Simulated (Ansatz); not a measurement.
Write a Python script for Ansatz 0.2.0, Python API that makes vertical spin-state energies of BrClFH2PSi, SMILES F[Si](P)(Cl)Br. Use (for the species named): B3LYP, def2-SVP basis, multiplicity 1, D4 dispersion.

Contents of `brclfh2psi.xyz`:
```text
7

F    -1.86610   -0.40700    0.90210
Si   -0.76600   -0.14270   -0.19890
P     1.16530   -0.61600    0.68920
Cl   -1.01290   -1.34060   -1.81480
Br   -0.74820    1.96460   -0.86070
H     1.26820    0.52460    1.55260
H     2.02110   -0.05100   -0.31520
```

The script, `run_spin.py`:
```python
import ansatz as az


def main() -> None:
    mol = az.Crystal.molecule_from_extxyz("brclfh2psi.xyz")

    base = (
        mol.calculation()
        .basis(gaussian="def2-SVP")
        .functional("B3LYP", dispersion="d4")
    )
    found = {}
    for unpaired in [0, 2, 4]:
        report = base.spin("collinear", total=unpaired).run(threads=1, backend="cpu").report
        s = unpaired / 2
        found[unpaired] = report["free_energy_ev"]
        print(f"2S+1 = {unpaired + 1}: E = {found[unpaired]:.5f} eV, <S^2> = {abs(report['mean_field']['state']['spin_squared']):.3f} (pure state {s * (s + 1):.2f})")
    lowest = min(found, key=found.get)
    for unpaired, e in found.items():
        print(f"multiplicity {unpaired + 1}: {96.485332 * (e - found[lowest]):.1f} kJ/mol above the lowest")


if __name__ == "__main__":
    main()
```

Running `python run_spin.py` prints:
```text
2S+1 = 1: E = -102471.54338 eV, <S^2> = 0.000 (pure state 0.00)
2S+1 = 3: E = -102466.02348 eV, <S^2> = 2.005 (pure state 2.00)
2S+1 = 5: E = -102459.30068 eV, <S^2> = 6.006 (pure state 6.00)
multiplicity 1: 0.0 kJ/mol above the lowest
multiplicity 3: 532.6 kJ/mol above the lowest
multiplicity 5: 1181.2 kJ/mol above the lowest
```

In order: multiplicity 1 (+0.00 eV), multiplicity 3 (+5.52 eV) and multiplicity 5 (+12.24 eV), all at the one geometry.

Total energies depend on the basis set; only differences at equal settings carry meaning. The geometry is a force-field or estimated start, not a minimum of this method, and the basis set is short of its limit. All parts are taken at fixed geometry, without zero-point energy. b3lyp holds the VWN-RPA fit, as in Gaussian; the form of ORCA and Turbomole is b3lyp5. Timing: 75 s on 1 thread of Arm Neoverse V2 (shared host), peak memory 0.54 GiB.
